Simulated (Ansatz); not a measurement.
Run this with Ansatz's Python interface and show what comes out.

Script `run_tae.py`:
```python
"""Atomisation energy of ClGeH7Si2 at the given geometry."""

from collections import Counter

import ansatz as az


def energy_of(molecule, charge=0, unpaired=0):
    calc = molecule.calculation().basis(gaussian="6-31G*").correlation("mp2")
    if charge:
        calc = calc.charge(charge)
    if unpaired:
        calc = calc.spin("collinear", total=unpaired)
    return calc.run(threads=1, backend="cpu").report["free_energy_ev"]


def main() -> None:
    geometry_ang = [
        ("Si", (-1.1754, 1.3586, 0.4368)),
        ("Ge", (0.0526, -0.4676, 0.8896)),
        ("Si", (1.227, -1.034, -1.0131)),
        ("Cl", (0.0085, -1.3834, -2.5831)),
        ("H", (-2.1334, 1.0941, -0.7062)),
        ("H", (-2.003, 1.7895, 1.6145)),
        ("H", (-0.3136, 2.5183, 0.0501)),
        ("H", (-0.8331, -1.6243, 1.2796)),
        ("H", (1.0357, -0.1346, 2.0957)),
        ("H", (2.1611, 0.0732, -1.3326)),
        ("H", (2.0388, -2.2467, -0.7107)),
    ]
    clgeh7si2 = az.Crystal.molecule()
    for symbol, xyz in geometry_ang:
        clgeh7si2 = clgeh7si2.atom(symbol, xyz)

    # Hund ground states
    unpaired = {"Si": 2, "Ge": 2, "Cl": 1, "H": 1}
    counts = Counter(site.symbol for site in clgeh7si2.cartesian_sites)
    atom_energy = {s: energy_of(az.Crystal.molecule().atom(s, (0, 0, 0)), 0, unpaired[s]) for s in counts}
    whole = energy_of(clgeh7si2, 0, 0)
    for s, e in atom_energy.items():
        print(f"{s:2s} x{counts[s]}  {e:14.5f} eV")
    print(f"ClGeH7Si2: {whole:.5f} eV")
    split = sum(counts[s] * e for s, e in atom_energy.items()) - whole
    print(f"atomisation energy (no zero-point term): {96.485332 * split:.1f} kJ/mol, {split / sum(counts.values()):.3f} eV an atom")


if __name__ == "__main__":
    main()
```

`python run_tae.py` gives:
```text
Si x2     -7860.60838 eV
Ge x1    -56470.45030 eV
Cl x1    -12505.05874 eV
H  x7       -13.55761 eV
ClGeH7Si2: -84819.06688 eV
atomisation energy (no zero-point term): 2647.3 kJ/mol, 2.494 eV an atom
```

2647.3 kJ/mol from the electronic energies, without the zero-point term.

Caveats:
- Total energies depend on the basis set; only differences at equal settings carry meaning.
- The geometry is a force-field or estimated start, not a minimum of this method, and the basis set is short of its limit. All parts are taken at fixed geometry, without zero-point energy.
- In double-zeta sets correlated atomisation energies come out some 10 to 15 % low.
- It ran for 4.1 s on 1 thread of Arm Neoverse V1 (shared host), peak memory 0.28 GiB.

(Lines on the test bed's own set-up are left out of the output.)
